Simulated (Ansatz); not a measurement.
**CH3AlBF: a nudged elastic band in two tries**

Wanted: a band of images between two relaxed ends, and a check that the input is sound. SMILES of the start: FC=[B][AlH2].

Program: Ansatz 0.2.0. Level of theory: RKS revPBE-D4/def2-SVP. These are calculated values, not measurements.

## Step 1: The starting structure

Bond lengths: F1–C2 1.349 Å, C2–B3 1.438 Å, B3–Al4 2.065 Å, C2–H5 1.112 Å, Al4–H6 1.602 Å, Al4–H7 1.603 Å. Angles: F1–C2–B3 127.8°, F1–C2–H5 113.2°, B3–C2–H5 119.1°, C2–B3–Al4 173.9°, B3–Al4–H6 119.8°, B3–Al4–H7 118.5°, H6–Al4–H7 121.7°.

As a file:

```xyz
7

F    -2.5013   -0.4052    1.2155
C    -1.6521   -0.4892    0.1711
B    -0.2819   -0.0552    0.1131
Al    1.6859    0.4976   -0.1779
H    -2.1099   -0.9560   -0.7285
H     2.5039    1.1890    1.0138
H     2.3553    0.2190   -1.6073
```

## Step 2: First try

Contents of input.yaml:

```yaml
crystal:
  periodic: [false, false, false]
  atoms:
    - { symbol: F, position_ang: [-2.501251, -0.405236, 1.21552] }
    - { symbol: C, position_ang: [-1.65206, -0.489179, 0.171138] }
    - { symbol: B, position_ang: [-0.281888, -0.055224, 0.113135] }
    - { symbol: Al, position_ang: [1.685901, 0.497579, -0.177898] }
    - { symbol: H, position_ang: [-2.109865, -0.955984, -0.728488] }
    - { symbol: H, position_ang: [2.503866, 1.189015, 1.013845] }
    - { symbol: H, position_ang: [2.355287, 0.219029, -1.607253] }
magnetization:
  spin_polarized: true
  initial_magnetization: 1
basis:
  gaussian: { orbitals: def2-SVP }
hamiltonian:
  xc: revpbe
  dispersion: d4
neb:
  order_check: false
  images: 5
  f_tol: 0.05
  max_iterations: 8
  final_atoms:
    - { symbol: F, position_ang: [-2.54858179, -1.04807009, -0.55018493] }
    - { symbol: C, position_ang: [-1.64950175, -0.45585459, 0.26261044] }
    - { symbol: B, position_ang: [-0.28587409, -0.10893883, -0.035445] }
    - { symbol: Al, position_ang: [1.68400523, 0.46694736, -0.26295601] }
    - { symbol: H, position_ang: [-2.05706499, -0.22830617, 1.27182181] }
    - { symbol: H, position_ang: [2.43221546, 1.15796195, 0.97508996] }
    - { symbol: H, position_ang: [2.42479193, 0.21626037, -1.66093727] }
  initial_path:
    images:
      - { positions_ang: [[-2.501251, -0.405236, 1.21552], [-1.65206, -0.489179, 0.171138], [-0.281888, -0.055224, 0.113135], [1.685901, 0.497579, -0.177898], [-2.109865, -0.955984, -0.728488], [2.503866, 1.189015, 1.013845], [2.355287, 0.219029, -1.607253]] }
      - { positions_ang: [[-2.51883195, -0.70778484, 1.06781695], [-1.6919801, -0.55735924, 0.06711351], [-0.33246183, -0.12586434, 0.03548291], [1.62722298, 0.45941738, -0.21141115], [-1.89122531, -0.43971601, -0.33648499], [2.38554216, 1.29611383, 0.87550509], [2.42172405, 0.07519323, -1.49802332]] }
      - { positions_ang: [[-2.53641289, -1.01033369, 0.92011391], [-1.7319002, -0.62553947, -0.03691097], [-0.38303567, -0.19650469, -0.04216918], [1.56854496, 0.42125576, -0.24492431], [-1.67258562, 0.07655198, 0.05551802], [2.26721832, 1.40321266, 0.73716518], [2.4881611, -0.06864255, -1.38879364]] }
      - { positions_ang: [[-2.55399384, -1.31288253, 0.77241086], [-1.7718203, -0.69371971, -0.14093546], [-0.4336095, -0.26714503, -0.11982127], [1.50986694, 0.38309414, -0.27843746], [-1.45394594, 0.59281997, 0.44752102], [2.14889449, 1.51031149, 0.59882527], [2.55459814, -0.21247832, -1.27956397]] }
      - { positions_ang: [[-2.55218982, -1.22461172, 0.3315456], [-1.73104745, -0.61443134, -0.00642016], [-0.38436436, -0.21440963, -0.09169585], [1.56791304, 0.41104521, -0.27327697], [-1.65498562, 0.31911126, 0.72228795], [2.24333481, 1.39286165, 0.72424683], [2.5113294, -0.06956542, -1.4066884]] }
      - { positions_ang: [[-2.5503858, -1.13634091, -0.10931967], [-1.6902746, -0.53514296, 0.12809514], [-0.33511923, -0.16167423, -0.06357042], [1.62595913, 0.43899629, -0.26811649], [-1.8560253, 0.04540254, 0.99705488], [2.33777513, 1.2754118, 0.8496684], [2.46806067, 0.07334747, -1.53381284]] }
      - { positions_ang: [[-2.54858179, -1.04807009, -0.55018493], [-1.64950175, -0.45585459, 0.26261044], [-0.28587409, -0.10893883, -0.035445], [1.68400523, 0.46694736, -0.26295601], [-2.05706499, -0.22830617, 1.27182181], [2.43221546, 1.15796195, 0.97508996], [2.42479193, 0.21626037, -1.66093727]] }
```

The run is started by

```console
$ ansatz run input.yaml --threads 1 --pin off --max-ram 2048MiB --backend cpu --events-out ev --progress --plain --runs-dir out
```

Q: Predict the outcome of this session. Wanted: first try.

As calculated:

```
 quantity                                                                                                    value
first try                                                                                                  refused
    cause  the number of unpaired electrons doesn't fit the number of electrons: even goes with even, odd with odd
```

What this shows: The fault in the first input was caught at the input check and cost nothing.
